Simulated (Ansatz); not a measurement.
# HfMg3: the cost of one run

Method: DFT PBE, scalar-relativistic, plane waves, PAW, in Ansatz 0.2.0.

## (1) Starting point

It takes space group Pm-3m (No. 221, cubic). Conventional cell: a = 4.433 Å, b = 4.433 Å, c = 4.433 Å, α = 90.00°, β = 90.00°, γ = 90.00°. Mg (site symmetry 4/mmm) has 8 Mg at 3.13 Å and 4 Hf at 3.13 Å as nearest neighbours. Hf (site symmetry m-3m) has 12 Mg at 3.13 Å as nearest neighbours.

Coordinates:

```xyz
4
Lattice="4.4334 0.0000 0.0000 0.0000 4.4334 0.0000 0.0000 0.0000 4.4334" Properties=species:S:1:pos:R:3 pbc="T T T"
Mg    2.2167    2.2167    0.0000
Mg    2.2167    0.0000    2.2167
Mg    0.0000    2.2167    2.2167
Hf    0.0000    0.0000    0.0000
```

The structure comes from the Materials Project (structure only).

## (2) Functional and cell changed: PBE

What differs from the listed cell: strain xx, yy, zz, yz, xz, xy = +4.2, +4.2, +4.2, +0.0, +0.0, +0.0 %.

input.yaml reads:

```yaml
crystal:
  lattice:
    - [4.6190014531, 0.0, 0.0]
    - [0.0, 4.6190014531, 0.0]
    - [0.0, 0.0, 4.6190014531]
  atoms:
    - { symbol: Mg, position: [0.5, 0.5, 0.0] }
    - { symbol: Mg, position: [0.5, 0.0, 0.5] }
    - { symbol: Mg, position: [0.0, 0.5, 0.5] }
    - { symbol: Hf, position: [0.0, 0.0, 0.0] }
basis:
  ecutwfc: 420
kpoints:
  mp_grid: { grid: [10, 10, 10] }
hamiltonian:
  xc: pbe
scf:
  occupations: { method: gaussian, width: 0.1 }
output:
  forces: true
  stress: true
  eigenvalues: true
```

Q: Estimate wall time and peak memory on 1 thread of an Arm CPU, shared host.

About 17 s, with a peak of 0.48 GiB.
